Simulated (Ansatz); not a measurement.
# AlH6NSiTe: up Jacob's ladder to CCSD(T)

Aim: compute AlH6NSiTe with functionals from several rungs and with coupled cluster. The yardstick is the atomisation energy at the CCSD(T) limit.

The runs use Ansatz 0.2.0, Gaussian basis; functionals in def2-TZVPP, the program's frozen cores in correlated methods.

The runs, in order: PBE-D4, r2SCAN-D4, PBE0-D4, B3LYP-D4, ωB97X-V, ωB97M-V, B2PLYP; CCSD(T)/def2-TZVPP; MP2/def2-QZVPP; extrapolation to the limit.

### 1 The geometry

The geometry comes from an earlier relaxation with PBE0-D4 in a triple-zeta def2 set; it is a stationary point, not always the lowest conformer. Te takes the def2 core potential; no spin-orbit term is included.

SMILES `[SiH3][NH][AlH][TeH]`, 10 atoms, charge 0, spin multiplicity 1.

Atoms are counted from 1 here; the program's logs count them from 0.

Bond lengths: Si1–N2 1.726 Å, Si1–H5 1.489 Å, Si1–H6 1.485 Å, Si1–H7 1.489 Å, N2–Al3 1.781 Å, N2–H8 1.014 Å, Al3–Te4 2.527 Å, Al3–H9 1.579 Å, Te4–H10 1.656 Å. Angles: N2–Si1–H5 111.8°, N2–Si1–H6 108.1°, N2–Si1–H7 112.0°, H5–Si1–H6 108.8°, H5–Si1–H7 107.3°, H6–Si1–H7 108.7°, Si1–N2–Al3 133.8°, Si1–N2–H8 113.3°, Al3–N2–H8 112.8°, N2–Al3–Te4 123.0°, N2–Al3–H9 118.4°, Te4–Al3–H9 118.6°, Al3–Te4–H10 91.8°.

### 2 PBE-D4 (GGA)

in.yaml

```yaml
crystal:
  periodic: [false, false, false]
  atoms:
    - {symbol: Si, position_ang: [-1.102439, 0.478552, -0.946767]}
    - {symbol: N, position_ang: [-0.600223, -0.705120, 0.204647]}
    - {symbol: Al, position_ang: [0.881197, -0.942026, 1.164141]}
    - {symbol: Te, position_ang: [2.866293, 0.616978, 1.037313]}
    - {symbol: H, position_ang: [-2.341706, 1.181707, -0.513568]}
    - {symbol: H, position_ang: [-0.011381, 1.475467, -1.088662]}
    - {symbol: H, position_ang: [-1.376956, -0.123790, -2.280892]}
    - {symbol: H, position_ang: [-1.296690, -1.422492, 0.372946]}
    - {symbol: H, position_ang: [0.955726, -2.183866, 2.137199]}
    - {symbol: H, position_ang: [2.109280, 1.573391, -0.083359]}
basis:
  gaussian: {orbitals: def2-TZVPP}
hamiltonian: {xc: pbe, dispersion: d4}
output: {forces: true, orbitals: {seedname: orbitals}}
```

Launch:

```
> ansatz run in.yaml --threads 4 --pin off --events-out ev --progress --plain --max-ram 10444MiB
```

After this run come: r2SCAN-D4 (meta-GGA); PBE0-D4 (hybrid); B3LYP-D4 (hybrid); ωB97X-V (range-separated); ωB97M-V (range-separated); B2PLYP (double hybrid); CCSD(T) in def2-TZVPP; MP2 in def2-QZVPP.

Before running them: what should the planned runs give, taken together? Wanted: atomisation energy, CCSD(T)/CBS; farthest; mean size of error, hybrid; mean size of error, range-separated; gap, smallest and largest; T1 diagnostic; triples share of the correlation energy.

**Answer**, as computed:

```
                               quantity                                value
        atomisation energy, CCSD(T)/CBS                       708.3 kcal/mol
functionals within 7.1 kcal/mol (1.0 %)           B3LYP-D4, ωB97X-V, ωB97M-V
                               farthest              B2PLYP (-16.1 kcal/mol)
             mean size of error, hybrid                        10.6 kcal/mol
    mean size of error, range-separated                         3.1 kcal/mol
              gap, smallest and largest  4.12 eV (PBE-D4), 9.86 eV (ωB97X-V)
                          T1 diagnostic                               0.0112
triples share of the correlation energy                                3.0 %
```

What this shows: PBE-D4 misses by -9.0 kcal/mol. Double hybrids carry the basis error of their MP2 part in triple zeta, and no dispersion term here, so their miss is partly the set-up's. The reference freezes the cores and leaves out spin-orbit coupling and excitations past (T), and its outer-core shells are covered unevenly, so misses under about 7.1 kcal/mol can't be ranked. All levels share the lack of spin-orbit coupling, which lowers the free heavy atoms and so the true binding. Hartree-Fock recovers 71 % of the binding; the rest is correlation. The gap grows from 4.1 to 9.9 eV across the functionals, mostly with the share of exact exchange. Correlated methods include outer-core shells of Te, which these sets cover unevenly.
